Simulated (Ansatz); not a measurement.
# MnNi3: equal strain of all cell vectors

The task here is to estimate one member of a computed series from the others.

Program: Ansatz 0.2.0. Level of theory: DFT r2SCAN, scalar-relativistic, plane waves, PAW. These are calculated values, not measurements.

2 further runs of the same task are left out: 2 set aside as unsound or not needed.

### The structure to begin with

It takes space group Pm-3m (No. 221, cubic). Conventional cell: a = 3.549 Å, b = 3.549 Å, c = 3.549 Å, α = 90.00°, β = 90.00°, γ = 90.00°. Around Mn (site symmetry m-3m) lie 12 Ni at 2.51 Å. Ni (site symmetry 4/mmm) is surrounded by 4 Mn at 2.51 Å and 8 Ni at 2.51 Å.

As a file:

```
CELL_PARAMETERS angstrom
3.54911 0.00000 0.00000
0.00000 3.54911 0.00000
0.00000 0.00000 3.54911
ATOMIC_POSITIONS crystal
Mn 0.00000 0.00000 0.00000
Ni 0.00000 0.50000 0.50000
Ni 0.50000 0.00000 0.50000
Ni 0.50000 0.50000 0.00000
```

This cell was relaxed beforehand with the same method: volume 11.18 Å³/atom, gap on the mesh none (metal), site moments up to 3.5 μB.

The first run:

input.yaml reads:

```yaml
crystal:
  lattice:
    - [3.5491098362, 0.0, 0.0]
    - [0.0, 3.5491098362, 0.0]
    - [0.0, 0.0, 3.5491098362]
  atoms:
    - { symbol: Mn, position: [0.0, 0.0, 0.0], spin: 3.9 }
    - { symbol: Ni, position: [0.0, 0.5, 0.5], spin: 0.82 }
    - { symbol: Ni, position: [0.5, 0.0, 0.5], spin: 0.82 }
    - { symbol: Ni, position: [0.5, 0.5, 0.0], spin: 0.82 }
basis:
  ecutwfc: 500
kpoints:
  mp_grid: { grid: [14, 14, 14] }
hamiltonian:
  xc: r2scan
scf:
  occupations: { method: gaussian, width: 0.1 }
output:
  forces: true
  stress: true
  eigenvalues: true
  populations: true
magnetization:
  spin_polarized: true
```

On the command line:

```sh
$ ansatz run input.yaml --threads 1 --pin off --max-ram 2560MiB --backend cpu --events-out ev --progress --plain --runs-dir out
```

Among the steps run: Reference cell for the strains; Strain -1.0 %; The cell strained by +1.0 %; The cell strained by -2.0 %; The cell strained by +2.0 %; At -3.0 %; The cell strained by +3.0 %.

One of the session's tables, all rows but one given; the rest of the session is left out.

Lengths are those of the vectors of the cell that was run; stresses in GPa:

```
strain (%)  ΔE (meV/atom)  a (Å)  b (Å)  c (Å)  moment (μB/cell)
      -3.0           58.9  3.443  3.443  3.443              5.34
      -2.0           24.8  3.478  3.478  3.478              5.41
      -1.0            5.8  3.514  3.514  3.514              5.48
      +0.0            0.0  3.549  3.549  3.549              5.56
      +1.0            6.0  3.585  3.585  3.585              5.63
      +2.0              ?      ?      ?      ?                 ?
      +3.0           48.5  3.656  3.656  3.656              5.75
```

Estimate the missing values for strain (%) = +2.0.

Worked estimate for «ΔE (meV/atom)». A straight line through the neighbours (1.0, 6.0) and (3.0, 48.5) gives 6.0 + (48.5 − 6.0) × (2.0 − 1.0) / (3.0 − 1.0) = 27.2; a parabola fitted to 3 rows on both sides gives 22.2.

As computed: ΔE (meV/atom): 22.5; a (Å): 3.620; b (Å): 3.620; c (Å): 3.620; moment (μB/cell): 5.70. In «ΔE (meV/atom)» the line misses by +4.7 and the parabola by -0.3.

ΔE is over the unstrained cell. Stress in GPa, positive in compression, on the Cartesian axes of the input. 

Caveats from the session: The magnetic state reached may not be the lowest one. Warnings in the runs' records: stability check not made.
